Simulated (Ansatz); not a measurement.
**C₄H₂F₄: small, medium and large basis sets**

How large a basis does C₄H₂F₄ need? Two functionals are run in growing sets.

The runs use Ansatz 0.2.0, Gaussian basis; one geometry, several basis sets.

The runs, in order: PBE0-D4/def2-SVP; ωB97M-V/def2-SVP; PBE0-D4/def2-QZVPP; ωB97M-V/def2-QZVPP; the functionals' def2-TZVPP values are taken from earlier runs.

### Step 1. The relaxed structure

All runs share one geometry, relaxed beforehand with PBE0-D4 in a triple-zeta def2 set.

SMILES `FC1=CC(F)C1(F)F`, 10 atoms, charge 0, spin multiplicity 1.

Atoms are counted from 1 here; the program's logs count them from 0.

Bond lengths: F1–C2 1.307 Å, C2–C3 1.331 Å, C2–C6 1.498 Å, C3–C4 1.505 Å, C3–H9 1.080 Å, C4–F5 1.367 Å, C4–C6 1.557 Å, C4–H10 1.093 Å, C6–F7 1.339 Å, C6–F8 1.348 Å. Angles: F1–C2–C3 134.2°, F1–C2–C6 129.9°, C3–C2–C6 95.8°, C2–C3–C4 92.8°, C2–C3–H9 134.9°, C4–C3–H9 132.2°, C3–C4–F5 115.3°, C3–C4–C6 86.7°, C3–C4–H10 117.1°, F5–C4–C6 114.0°, F5–C4–H10 108.5°, C6–C4–H10 114.1°, C2–C6–C4 84.7°, C2–C6–F7 117.2°, C2–C6–F8 116.0°, C4–C6–F7 114.9°, C4–C6–F8 115.7°, F7–C6–F8 107.4°.

Coordinates:

```mol
C4H2F4
  3D, bonds by distance, orders not assigned

 10 10  0  0  0  0  0  0  0  0999 V2000
   -1.1987   -1.7153    1.2087 F   0  0
   -0.5686   -0.7165    0.6483 C   0  0
   -0.1225    0.4598    1.0819 C   0  0
    0.5278    0.7833   -0.2362 C   0  0
    0.0116    1.8656   -0.8924 F   0  0
   -0.0225   -0.5837   -0.7400 C   0  0
   -0.9083   -0.5011   -1.7412 F   0  0
    0.9076   -1.4912   -1.0996 F   0  0
   -0.1611    0.9902    2.0214 H   0  0
    1.6178    0.8577   -0.2480 H   0  0
  1  2  8  0
  2  3  8  0
  3  4  8  0
  4  5  8  0
  4  6  8  0
  6  7  8  0
  6  8  8  0
  3  9  8  0
  4 10  8  0
  2  6  8  0
M  END
```

### Step 2. PBE0-D4 in def2-SVP

Contents of in.yaml:

```yaml
crystal:
  periodic: [false, false, false]
  atoms:
    - {symbol: F, position_ang: [-1.198720, -1.715282, 1.208711]}
    - {symbol: C, position_ang: [-0.568609, -0.716490, 0.648321]}
    - {symbol: C, position_ang: [-0.122521, 0.459835, 1.081912]}
    - {symbol: C, position_ang: [0.527809, 0.783273, -0.236165]}
    - {symbol: F, position_ang: [0.011559, 1.865601, -0.892441]}
    - {symbol: C, position_ang: [-0.022515, -0.583689, -0.739976]}
    - {symbol: F, position_ang: [-0.908308, -0.501141, -1.741194]}
    - {symbol: F, position_ang: [0.907600, -1.491159, -1.099591]}
    - {symbol: H, position_ang: [-0.161099, 0.990199, 2.021434]}
    - {symbol: H, position_ang: [1.617805, 0.857653, -0.248011]}
basis:
  gaussian: {orbitals: def2-SVP}
hamiltonian: {xc: pbe0, dispersion: d4}
output: {orbitals: {seedname: orbitals}}
```

On the command line:

```bash
ansatz run in.yaml --threads 4 --pin off --events-out ev --progress --plain --max-ram 11315MiB
```

Further steps of the session: ωB97M-V in def2-SVP; PBE0-D4 in def2-QZVPP; ωB97M-V in def2-QZVPP.

**Question.** What will the summary of the whole plan be? Wanted: PBE0-D4: double and triple zeta above quadruple; ωB97M-V: double and triple zeta above quadruple.

As calculated:

| quantity | value |
| --- | --- |
| PBE0-D4: double and triple zeta above quadruple | 18.64, 0.77 eV |
| ωB97M-V: double and triple zeta above quadruple | 19.01, 0.72 eV |

**Reading.** For PBE0-D4 the step from double to triple zeta gains 17.87 eV and the next only 0.77 eV. These are total energies; as a rule much of such shifts cancels in differences, which this series doesn't test.
